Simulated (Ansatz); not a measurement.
# CH4ClGaN2: the cost of one run

Program: Ansatz 0.2.0, driven from Python. Level of theory: PBE0+D3(BJ)/def2-TZVP. These are calculated values, not measurements.

### Step 1. The system

Bond lengths: N1–C2 1.446 Å, C2–N3 1.426 Å, C2–Ga4 1.792 Å, N3–Ga4 1.952 Å, Ga4–Cl5 2.611 Å, N1–H6 1.055 Å, N1–H7 1.087 Å, C2–H8 1.069 Å, N3–H9 1.068 Å. Angles (14 of 15 angles, heavy atoms first): N1–C2–N3 107.7°, N1–C2–Ga4 171.1°, N3–C2–Ga4 73.7°, C2–N3–Ga4 61.8°, C2–Ga4–N3 44.5°, C2–Ga4–Cl5 80.8°, N3–Ga4–Cl5 107.7°, N1–C2–H8 111.8°, N3–C2–H8 107.8°, Ga4–C2–H8 75.4°, C2–N1–H6 108.2°, C2–N1–H7 104.5°, C2–N3–H9 107.3°, Ga4–N3–H9 89.0°.

No structure file is read: the coordinates are typed or built in the script.

### Step 2. The code

The input, ch4clgan2_spin.py:

```python
"""Vertical spin-state energies of CH4ClGaN2."""

import ansatz as az

BASIS = "def2-TZVP"
FUNCTIONAL = "PBE0"
DISPERSION = "d3bj"

GEOMETRY = """
N    -0.39600    0.05590    1.35760
C    -0.20990   -0.35890   -0.01550
N     0.99610   -1.11770   -0.08050
Ga    0.12740   -0.61980   -1.75650
Cl   -0.14160    1.97760   -1.76800
H     0.27350    0.84610    1.55600
H    -1.34050    0.59380    1.35310
H    -1.00800   -0.98490   -0.35350
H     1.78760   -0.43850   -0.30980
"""


def main() -> None:
    system = az.Crystal.molecule()
    for line in GEOMETRY.strip().splitlines():
        symbol, *xyz = line.split()
        system = system.atom(symbol, [float(v) for v in xyz])

    job = (
        system.calculation()
        .basis(gaussian=BASIS)
        .functional(FUNCTIONAL, dispersion=DISPERSION)
    )
    found = {}
    for unpaired in [0, 2]:
        report = job.spin("collinear", total=unpaired).run(threads=1, pin="off").report
        s = unpaired / 2
        found[unpaired] = report["free_energy_ev"]
        print(f"2S+1 = {unpaired + 1}: E = {found[unpaired]:.5f} eV, <S^2> = {abs(report['mean_field']['state']['spin_squared']):.3f} (pure state {s * (s + 1):.2f})")
    lowest = min(found, key=found.get)
    for unpaired, e in found.items():
        print(f"multiplicity {unpaired + 1}: {96.485332 * (e - found[lowest]):.1f} kJ/mol above the lowest")


if __name__ == "__main__":
    main()
```

### Step 3. The calls as engine input

The package turns the script's settings into the engine's input (first run):

```yaml
crystal:
  periodic: [false, false, false]
  atoms:
    - { symbol: "N", position_ang: [-0.396, 0.0559, 1.3576] }
    - { symbol: C, position_ang: [-0.2099, -0.3589, -0.0155] }
    - { symbol: "N", position_ang: [0.9961, -1.1177, -0.0805] }
    - { symbol: Ga, position_ang: [0.1274, -0.6198, -1.7565] }
    - { symbol: Cl, position_ang: [-0.1416, 1.9776, -1.768] }
    - { symbol: H, position_ang: [0.2735, 0.8461, 1.556] }
    - { symbol: H, position_ang: [-1.3405, 0.5938, 1.3531] }
    - { symbol: H, position_ang: [-1.008, -0.9849, -0.3535] }
    - { symbol: H, position_ang: [1.7876, -0.4385, -0.3098] }
basis:
  gaussian:
    orbitals: def2-TZVP
hamiltonian:
  xc: pbe0
  dispersion: d3bj
magnetization:
  spin_polarized: true
  initial_magnetization: 0.0
```

### Step 4. Running it

On the command line:

```sh
python ch4clgan2_spin.py
```

What time and memory should one allow on 1 thread of Arm Neoverse V1, shared host?

About 96 s, with a peak of 0.84 GiB.
